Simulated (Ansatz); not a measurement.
Zn, space group P6_3/mmc, a calculation of the elastic constants

Computed with the Ansatz DFT code, driven from Python.

`zn.cif`
```cif
data_Zn
_cell_length_a 2.670000
_cell_length_b 2.670000
_cell_length_c 4.966000
_cell_angle_alpha 90.00000
_cell_angle_beta 90.00000
_cell_angle_gamma 120.00000
_symmetry_space_group_name_H-M 'P 1'
_symmetry_Int_Tables_number 1
loop_
_symmetry_equiv_pos_as_xyz
'x, y, z'
loop_
_atom_site_label
_atom_site_type_symbol
_atom_site_fract_x
_atom_site_fract_y
_atom_site_fract_z
Zn1 Zn    0.333333    0.666667    0.250000
Zn2 Zn    0.666667    0.333333    0.750000
```

Interactive session:
```pycon
>>> import ansatz as az
>>> from ase.io import read
>>> import numpy as np
>>> atoms = read("zn.cif")
>>> structure = az.Crystal.from_ase(atoms)
>>> setup = structure.calculation()
>>> setup = setup.scf(max_iterations=60).accuracy("low")
>>> setup = setup.basis(380, density_ratio=8)
>>> setup = setup.occupations("Fermi-Dirac", width=0.1)
>>> setup = setup.functional("LDA").kpoints(19, 19, 9)
>>> outcome = setup.elastic("relaxed_ion").run()
DeckWarning: the atoms were moved onto the symmetric positions of the space group found under crystal.symmetry.tolerance 1.0e-5 (fractional; no operation is sought that the atoms, as they stand in a [...]
DeckWarning: basis.ecutwfc = 380 eV is below the records' recommended 420 eV, and the density's cutoff is lower with it unless basis.ecutrho_ratio is high enough to keep the records' density cutoff: compare with a run at a higher cutoff
>>> elastic = outcome.elastic
>>> print("C_ij (GPa), Voigt order xx yy zz yz xz xy")
C_ij (GPa), Voigt order xx yy zz yz xz xy
>>> for row in elastic.c_gpa:
...     print(" ".join(f"{value:8.1f}" for value in row))
...
   118.9     24.3     36.1      0.0      0.0      0.0
    24.3    118.9     36.1      0.0      0.0     -0.0
    39.3     39.3     30.7      0.0      0.0      0.0
     0.0      0.0      0.0     16.2     -0.0      0.0
     0.0      0.0      0.0     -0.0     16.2      0.0
     0.0      0.0     -0.0      0.0      0.0     47.3
>>> print("smallest eigenvalue of C:", round(elastic.stability.min_eigenvalue_gpa, 1), "GPa; tensor positive definite:", elastic.stability.min_eigenvalue_gpa > 0)
smallest eigenvalue of C: 9.4 GPa; tensor positive definite: True
>>> # averaged moduli need a positive definite tensor
>>> if elastic.stability.min_eigenvalue_gpa > 0:
...     m = elastic.moduli
...     anisotropy = 5 * m.g_voigt_gpa / m.g_reuss_gpa + m.k_voigt_gpa / m.k_reuss_gpa - 6
...     print(f"Voigt K {m.k_voigt_gpa:.1f} G {m.g_voigt_gpa:.1f}; Reuss K {m.k_reuss_gpa:.1f} G {m.g_reuss_gpa:.1f}; universal anisotropy index {anisotropy:.3f}")
...     S = np.linalg.inv(elastic.c_gpa)
...     print("Young modulus along x, y, z (GPa):", np.round(1 / np.diag(S)[:3], 1))
...     print("linear compressibility along x, y, z (1/TPa):", np.round(1000 * S[:3, :3].sum(axis=1), 2))
...
Voigt K 52.0 G 27.2; Reuss K 28.9 G 13.6; universal anisotropy index 5.773
Young modulus along x, y, z (GPa): [66.  66.  10.9]
linear compressibility along x, y, z (1/TPa): [-3.49 -3.49 41.5 ]
```

These settings explore the input space; cutoff and mesh may be short of convergence. The cutoff lies under the one recommended for these potentials. The cell isn't relaxed first, so the values belong to this volume. Under the recommended cutoff a pressure can be off by several GPa, even in sign. A positive definite tensor excludes instabilities under uniform strain alone; phonons elsewhere in the zone can still be imaginary. Of the deposited cell: the entry's cell lengths or inner coordinates differ somewhat from later room-temperature determinations. The cell stands under an uneven stress, so these stress-strain coefficients aren't symmetric, and eigenvalues smaller than that stress decide nothing. Warnings are shown shortened and without file and line. Shear constants of a metal converge slowly with the k-point mesh and can be wrong in sign on a coarse one; the constants belong to the cell that was strained. Finished in 8.2 min on 1 thread of Arm Neoverse N1, with other jobs on the host, peak memory 0.75 GiB.

(A comment or docstring line of the script was reworded after the run, the code is as it ran.)
